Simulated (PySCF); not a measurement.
# C4H13AsGe: the cost of one run

Computed with PySCF 2.14.0, with density-fitted response routines of our own, on a single molecule, in the gas phase or a continuum. Atoms count from 0, in the outputs and in this text.

## 1. The molecule as given

19 atoms, charge 0, multiplicity 1; geometry from: GFN2-xTB. The atoms were then displaced at random by about 0.01 Å, so the start is not that level's minimum.

Bonds of the start (Å): C0–C1 1.50, C1–C2 1.53, C1–C3 1.51, C1–Ge4 2.02, Ge4–As5 2.41, C0–H6 1.09, C0–H7 1.10, C0–H8 1.12, C2–H9 1.10, C2–H10 1.08, C2–H11 1.07, C3–H12 1.15, C3–H13 1.08, C3–H14 1.10, Ge4–H15 1.51, Ge4–H16 1.52, As5–H17 1.50, As5–H18 1.50.

## 2. Geometry optimisation at PBE0-D3(BJ)/def2-SVP

What the job is given:

```
{"job": {"xc": "PBE0", "basis": "def2-SVP", "d3": "d3bj", "grid": 1, "shake": 0.01, "kind": "geom"}, "charge": 0, "multiplicity": 1}
C     -0.625400     1.333700    -0.452760
C     -0.554400    -0.109090    -0.047380
C     -1.316240    -0.975460    -1.056890
C     -1.115270    -0.280900     1.340520
Ge     1.393840    -0.638530     0.027890
As     2.592580     0.696950     1.631460
H     -0.184290     1.510920    -1.436900
H     -0.111390     1.998800     0.260850
H     -1.687690     1.688140    -0.486200
H     -1.235910    -2.025000    -0.754740
H     -0.877340    -0.865670    -2.034830
H     -2.343030    -0.691020    -1.087190
H     -2.225240     0.025700     1.349400
H     -0.626310     0.330900     2.079670
H     -1.088780    -1.336370     1.656290
H      1.453800    -2.100290     0.398120
H      1.962480    -0.611440    -1.381410
H      2.646500     1.852120     0.681810
H      3.911370     0.203610     1.109560
```

Run with:

```
$ OMP_NUM_THREADS=1 python probes_run.py task.json out
```

This one command runs all jobs of the session in turn.

Q: Estimate the wall time and peak memory of this first job on 1 thread of AMD EPYC, shared host.

About 6.2 min, with a peak of 0.95 GiB.
